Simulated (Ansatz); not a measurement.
This script for the Python package of Ansatz (0.2.0) starts 5 runs on Ti3NbAl2, space group P-3m1. What input does the engine get in each?

`run_push.py`
```python
# -*- coding: utf-8 -*-
import ansatz as az
import numpy as np
from pymatgen.core import Lattice, Structure
from pymatgen.io.ase import AseAtomsAdaptor

pmg_structure = Structure(
    Lattice([[4.58454, 0.0, 0.0], [-2.29227, 3.97033, 0.0], [0.0, 0.0, 5.46756]]),
    ["Ti", "Ti", "Ti", "Al", "Al", "Nb"],
    [
        [1 / 3, 2 / 3, 0.7283],
        [2 / 3, 1 / 3, 0.2717],
        [0.0, 0.0, 0.0],
        [1 / 3, 2 / 3, 0.23351],
        [2 / 3, 1 / 3, 0.76649],
        [0.0, 0.0, 0.5],
    ],
)
structure = az.Crystal.from_ase(AseAtomsAdaptor.get_atoms(pmg_structure))

inverse = np.linalg.inv(np.array(structure.lattice.vectors))
home = np.array(structure.sites[1].position)
values = np.linspace(-0.05, 0.05, 5)
energies, pulls = [], []
for shift in values:
    moved = structure.move(1, to=home + shift * inverse[1])
    calc = (
        moved.calculation()
        .pseudopotentials("paw")
        .occupations(az.OccupationsMethod.FERMI_DIRAC, width=0.15)
        .kpoints(mesh=(7, 7, 5))
        .functional("pbesol")
        .forces()
    )
    r = calc.run(threads=1).report
    energies.append(r["free_energy_ev"])
    pulls.append(r["forces_ev_ang"][1][1])

print("shift (A)   dE (eV)   force along y (eV/A)")
for shift, e, f in zip(values, energies, pulls):
    print(f"{shift:8.3f} {e - energies[2]:10.5f} {f:12.4f}")
print(f"stiffness from energies {2 * np.polyfit(values, energies, 2)[0]:.3f}, from forces {-np.polyfit(values, pulls, 1)[0]:.3f} eV/A^2")
```

Run 1:
```yaml
crystal:
  lattice:
    - [4.58454, 0.0, 0.0]
    - [-2.29227, 3.97033, 0.0]
    - [0.0, 0.0, 5.46756]
  atoms:
    - { symbol: Ti, position: [0.3333333333333333, 0.6666666666666666, 0.7283] }
    - { symbol: Ti, position: [0.660369960851281, 0.32073992170256205, 0.2717] }
    - { symbol: Ti, position: [0.0, 0.0, 0.0] }
    - { symbol: Al, position: [0.3333333333333333, 0.6666666666666666, 0.23351] }
    - { symbol: Al, position: [0.6666666666666666, 0.3333333333333333, 0.76649] }
    - { symbol: Nb, position: [0.0, 0.0, 0.5] }
kpoints:
  mp_grid:
    grid: [7, 7, 5]
hamiltonian:
  xc: pbesol
  pseudopotentials:
    kind: paw
scf:
  occupations:
    method: fermi_dirac
    width: 0.15
output:
  forces: true
```

Run 2, against run 1:
```diff
-    - { symbol: Ti, position: [0.660369960851281, 0.32073992170256205, 0.2717] }
+    - { symbol: Ti, position: [0.6635183137589739, 0.3270366275179477, 0.2717] }
```

Run 3, against run 1:
```diff
-    - { symbol: Ti, position: [0.660369960851281, 0.32073992170256205, 0.2717] }
+    - { symbol: Ti, position: [0.6666666666666666, 0.3333333333333333, 0.2717] }
```

Run 4, against run 1:
```diff
-    - { symbol: Ti, position: [0.660369960851281, 0.32073992170256205, 0.2717] }
+    - { symbol: Ti, position: [0.6698150195743594, 0.3396300391487189, 0.2717] }
```

Run 5, against run 1:
```diff
-    - { symbol: Ti, position: [0.660369960851281, 0.32073992170256205, 0.2717] }
+    - { symbol: Ti, position: [0.6729633724820523, 0.3459267449641046, 0.2717] }
```

Running `python run_push.py` prints:
```text
DeckWarning: basis.ecutwfc = 420 eV, auto-derived from the records' recommended cutoffs: set by Ti (normal level)
shift (A)   dE (eV)   force along y (eV/A)
  -0.050    0.00958       0.3887
  -0.025    0.00236       0.1904
   0.000    0.00000       0.0000
   0.025    0.00231      -0.1835
   0.050    0.00913      -0.3613
stiffness from energies 7.487, from forces 7.495 eV/A^2
```
(Warnings from the package without file and line.)

The curvature of the energy gives 7.487 eV/Å² and the slope of the force 7.495 eV/Å², a positive curvature.

Caveats:
- Spin is left out of this run.
- The mesh is modest for a metal, so energies can be off by several to tens of meV an atom and pressures by half a GPa or more; differences at equal mesh fare better.
- In a metal a curvature from energy changes of a few meV or less hangs on mesh and smearing, in size and even in sign.
- This cell is a computed structure, which may not be the phase found in nature.
- All periodic images of the atom move with it, so the curvature is one diagonal element of the zone-centre force constants and no normal mode; a positive value doesn't exclude soft modes in which several atoms move.
- Timing: 77 s on 1 thread of Arm Neoverse V2 (shared host), peak memory 0.59 GiB.
